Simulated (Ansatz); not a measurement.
# C2H4Ge: vertical ionisation energy

How much energy removes an electron from C2H4Ge at fixed geometry? The cation is run at each level and the neutral's energy taken from earlier runs.

The runs use Ansatz 0.2.0, Gaussian basis; unrestricted cation, the program's frozen cores in correlated methods.

Levels to be run: UKS PBE-D4/def2-TZVPP; UKS r2SCAN-D4/def2-TZVPP; UKS PBE0-D4/def2-TZVPP; UKS B3LYP-D4/def2-TZVPP; UKS wB97X-V/def2-TZVPP; UKS wB97M-V/def2-TZVPP; UKS B2PLYP/def2-TZVPP; UHF-CCSD(T)/def2-TZVPP; UHF-MP2/def2-QZVPP; extrapolation to the limit; then −ε(HOMO) from the neutral's earlier runs with LDA (SPW92), PBE-D4, revPBE-D4, BLYP-D4, r2SCAN-D4, B97M-V, PBE0-D4, B3LYP-D4, r2SCANh-D4, r2SCAN0-D4, HSE06-D4, BHLYP-D4, CAM-B3LYP-D4, LC-ωPBE, ωB97X-V, ωB97M-V.

## Step 1: The geometry

All runs share one geometry, relaxed beforehand with PBE0-D4 in a triple-zeta def2 set.

SMILES `[CH]1=[CH][GeH2]1`, 7 atoms, charge 0, spin multiplicity 1.

Atoms are counted from 1 here; the program's logs count them from 0.

Bond lengths: C1–C2 1.320 Å, C1–Ge3 1.911 Å, C1–H4 1.084 Å, C2–Ge3 1.911 Å, C2–H5 1.084 Å, Ge3–H6 1.530 Å, Ge3–H7 1.530 Å. Angles: C2–C1–Ge3 69.8°, C2–C1–H4 137.4°, Ge3–C1–H4 152.8°, C1–C2–Ge3 69.8°, C1–C2–H5 137.4°, Ge3–C2–H5 152.8°, C1–Ge3–C2 40.4°, C1–Ge3–H6 120.1°, C1–Ge3–H7 120.1°, C2–Ge3–H6 120.1°, C2–Ge3–H7 120.1°, H6–Ge3–H7 115.3°.

## Step 2: Cation, UKS PBE-D4/def2-TZVPP

in.yaml

```yaml
crystal:
  periodic: [false, false, false]
  atoms:
    - {symbol: C, position_ang: [-0.802782, -0.586621, -0.276414]}
    - {symbol: C, position_ang: [0.074109, 0.044900, -1.034634]}
    - {symbol: Ge, position_ang: [0.479495, 0.319734, 0.812278]}
    - {symbol: H, position_ang: [-1.677853, -1.209770, -0.418346]}
    - {symbol: H, position_ang: [0.259054, 0.185163, -2.093089]}
    - {symbol: H, position_ang: [0.114027, 1.641390, 1.490448]}
    - {symbol: H, position_ang: [1.615251, -0.462797, 1.474058]}
basis:
  gaussian: {orbitals: def2-TZVPP}
total_charge: 1
magnetization: {spin_polarized: true, initial_magnetization: 1}
hamiltonian: {xc: pbe, dispersion: d4}
```

Launch:

```console
ansatz run in.yaml --threads 2 --pin off --events-out ev --progress --plain --max-ram 4352MiB
```

The runs that follow: Cation, UKS r2SCAN-D4/def2-TZVPP; Cation, UKS PBE0-D4/def2-TZVPP; Cation, UKS B3LYP-D4/def2-TZVPP; Cation, UKS wB97X-V/def2-TZVPP; Cation, UKS wB97M-V/def2-TZVPP; Cation, UKS B2PLYP (frozen core)/def2-TZVPP; Cation, UHF-CCSD(T)/def2-TZVPP; Cation, UHF-MP2/def2-QZVPP.

**Question.** What will the summary of the whole plan be? Wanted: ionisation energy, CCSD(T)/CBS; nearest functional by difference; nearest −ε(HOMO); −ε(HOMO) of PBE; T1 of the cation.

The runs gave:

| quantity | value |
| --- | --- |
| ionisation energy, CCSD(T)/CBS | 9.36 eV |
| nearest functional by difference | B3LYP-D4 (-0.09 eV) |
| nearest −ε(HOMO) | ωB97X-V (-0.15 eV) |
| −ε(HOMO) of PBE | 5.90 eV |
| T1 of the cation | 0.014 |

What this shows: Energy differences with functionals land within 0.19 eV of the reference. The PBE orbital energy is 3.5 eV too small: a semilocal HOMO is no ionisation energy. Among orbital estimates ωB97X-V comes nearest. Hartree-Fock falls 1.08 eV short, as the neutral has more correlation energy than the cation. The cation may have settled in a state other than its lowest; no search over hole states beyond the program's own was made. Correlated methods include outer-core shells of Ge, which these sets cover unevenly. With outer-core shells in play the reference is unsure by up to some tenths of an eV, so close misses can't be ranked.
